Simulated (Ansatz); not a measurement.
# CH2BrCl (SMILES ClCBr): single points off equilibrium

Aim: energy, forces and dipole at a structure displaced at random from a GFN2-xTB minimum, from CCSD(T) and from density functionals.

Method: single points in def2-TZVPP; program: Ansatz 0.2.0, Gaussian basis.

Correlated methods freeze the cores. Filled d shells of the heavier atoms are correlated. B3LYP uses VWN-RPA correlation.

**1. The starting structure**

5 atoms, charge 0, spin multiplicity 1.

Atoms are counted from 1 here; the program's logs count them from 0.

Bond lengths: Cl1–C2 1.770 Å, C2–Br3 2.015 Å, C2–H4 1.186 Å, C2–H5 1.234 Å. Angles: Cl1–C2–Br3 112.7°, Cl1–C2–H4 120.7°, Cl1–C2–H5 112.8°, Br3–C2–H4 106.0°, Br3–C2–H5 106.2°, H4–C2–H5 96.6°.

Geometry (Å):

```xyz
5
CH2BrCl
Cl   -1.7176    0.0997    0.4280
C    -0.0669    0.0851   -0.2101
Br    1.2703   -0.6481    1.1068
H     0.4190    1.0719   -0.6530
H     0.0443   -0.5991   -1.2307
```

**2. CCSD(T)/def2-TZVPP**

Input file run/in.yaml:

```yaml
crystal:
  periodic: [false, false, false]
  atoms:
    - {symbol: Cl, position_ang: [-1.717600, 0.099700, 0.428000]}
    - {symbol: C, position_ang: [-0.066900, 0.085100, -0.210100]}
    - {symbol: Br, position_ang: [1.270300, -0.648100, 1.106800]}
    - {symbol: H, position_ang: [0.419000, 1.071900, -0.653000]}
    - {symbol: H, position_ang: [0.044300, -0.599100, -1.230700]}
basis:
  gaussian: {orbitals: def2-TZVPP}
correlation: {method: ccsd_t}
output: {forces: true}
```

Run with:

```
$ ansatz run in.yaml --threads 8 --pin off --events-out ev --progress --plain --max-ram 10444MiB
```

**3. PBE0-D4/def2-TZVPP**

run/in.yaml: that of step 2 with these lines changed.

```diff
@@ -10,3 +10,3 @@
   gaussian: {orbitals: def2-TZVPP}
-correlation: {method: ccsd_t}
-output: {forces: true}
+hamiltonian: {xc: pbe0, dispersion: d4}
+output: {forces: true, orbitals: {seedname: orbitals}}
```

**4. wB97M-V/def2-TZVPP**

run/in.yaml: that of step 3 with these lines changed.

```diff
@@ -10,3 +10,3 @@
   gaussian: {orbitals: def2-TZVPP}
-hamiltonian: {xc: pbe0, dispersion: d4}
-output: {forces: true, orbitals: {seedname: orbitals}}
+hamiltonian: {xc: {name: wB97M-V}}
+output: {forces: true}
```

**5. r2SCAN-D4/def2-TZVPP**

run/in.yaml: that of step 4 with these lines changed.

```diff
@@ -10,3 +10,3 @@
   gaussian: {orbitals: def2-TZVPP}
-hamiltonian: {xc: {name: wB97M-V}}
+hamiltonian: {xc: r2scan, dispersion: d4}
 output: {forces: true}
```

**6. PBE-D4/def2-TZVPP**

run/in.yaml: that of step 5 with these lines changed.

```diff
@@ -10,3 +10,3 @@
   gaussian: {orbitals: def2-TZVPP}
-hamiltonian: {xc: r2scan, dispersion: d4}
+hamiltonian: {xc: pbe, dispersion: d4}
 output: {forces: true}
```

**7. B3LYP-D4/def2-TZVPP**

run/in.yaml: that of step 6 with these lines changed.

```diff
@@ -10,3 +10,3 @@
   gaussian: {orbitals: def2-TZVPP}
-hamiltonian: {xc: pbe, dispersion: d4}
+hamiltonian: {xc: {name: B3LYP}, dispersion: d4}
 output: {forces: true}
```

**8. BLYP-D4/def2-TZVPP**

run/in.yaml: that of step 7 with these lines changed.

```diff
@@ -10,3 +10,3 @@
   gaussian: {orbitals: def2-TZVPP}
-hamiltonian: {xc: {name: B3LYP}, dispersion: d4}
+hamiltonian: {xc: {name: BLYP}, dispersion: d4}
 output: {forces: true}
```

(Steps that only read results are left out.)

Q: Predict the outcome of this session. Wanted: energy less free atoms, CCSD(T)/def2-TZVPP; RMS force component; RMS force error; HOMO and LUMO, PBE0-D4; T1 diagnostic.

As calculated:

```
                                  quantity                                                                                            value
energy less free atoms, CCSD(T)/def2-TZVPP                                                                                  -333.5 kcal/mol
                       RMS force component                                                             1.455 to 1.650 eV/Å over the methods
                           RMS force error  PBE0-D4 0.121, wB97M-V 0.068, r2SCAN-D4 0.098, PBE-D4 0.187, B3LYP-D4 0.106, BLYP-D4 0.269 eV/Å
                    HOMO and LUMO, PBE0-D4                                                                               -8.16 and -1.27 eV
                             T1 diagnostic                                                                                            0.008
```

**Reading.** Against CCSD(T) the functionals' energies less atoms differ by -24.5 to -7.6 kcal/mol, PBE-D4 by -24.5 kcal/mol. A larger basis would deepen the CCSD(T) value, while the functionals are nearly converged already, so the order here is not reliable. The forces of wB97M-V come nearest to CCSD(T), those of BLYP-D4 are farthest. Frozen-core CCSD(T) forces in triple zeta carry basis errors of their own, and this is one geometry, so small gaps rank nothing.
